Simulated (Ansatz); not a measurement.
**Rb: one candidate structure**

Aim: relax Rb from this start, samarium (9R) type (R-3m, No. 166), and see where it ends.

Program: Ansatz 0.2.0. Level of theory: DFT PBEsol, scalar-relativistic, plane waves, PAW. These are calculated values, not measurements.

## Step 1: The starting structure

It takes space group R-3m (No. 166, trigonal). The conventional cell has a = 5.317 Å, b = 5.317 Å, c = 38.548 Å, α = 90.00°, β = 90.00°, γ = 120.00°.

Structure file:

```
Rb
1.0
     2.65868    1.53499   12.84925
    -2.65868    1.53499   12.84925
     0.00000   -3.06998   12.84925
Rb
3
Direct
  0.00000 0.00000 0.00000
  0.22222 0.22222 0.22222
  0.77778 0.77778 0.77778
```

(A quick probe on a coarse mesh, which set the mesh and smearing, is not shown.)

## Step 3: Relaxing cell and atoms

input.yaml

```yaml
crystal:
  lattice:
    - [2.6586843074, 1.5349921005, 12.8492544316]
    - [-2.6586843074, 1.5349921005, 12.8492544316]
    - [0.0, -3.0699842012, 12.8492544316]
  atoms:
    - { symbol: Rb, position: [0.0, 0.0, 0.0] }
    - { symbol: Rb, position: [0.22222, 0.22222, 0.22222] }
    - { symbol: Rb, position: [0.77778, 0.77778, 0.77778] }
basis:
  ecutwfc: 420
kpoints:
  mp_grid: { grid: [12, 12, 12] }
hamiltonian:
  xc: pbesol
scf:
  occupations: { method: gaussian, width: 0.1 }
output:
  forces: true
  stress: true
  eigenvalues: true
relax:
  adjacent_minimum: "off"
  f_tol: 0.01
  max_steps: 80
  cell: { stress_tol: 0.05 }
```

Further runs follow: relaxation repeated from the new cell.

**Question.** What will these runs give?

The runs gave:

| quantity | value |
| --- | --- |
| cell (conventional) | a = 4.971 Å, b = 4.971 Å, c = 36.142 Å, α = 90.00°, β = 90.00°, γ = 120.00° |
| space group | R-3m (No. 166) |
| volume | 85.95 Å³/atom |
| gap on the mesh | none (metal) |

The space group stayed R-3m, and from the first guess the volume went from 104.88 to 85.95 Å³/atom.
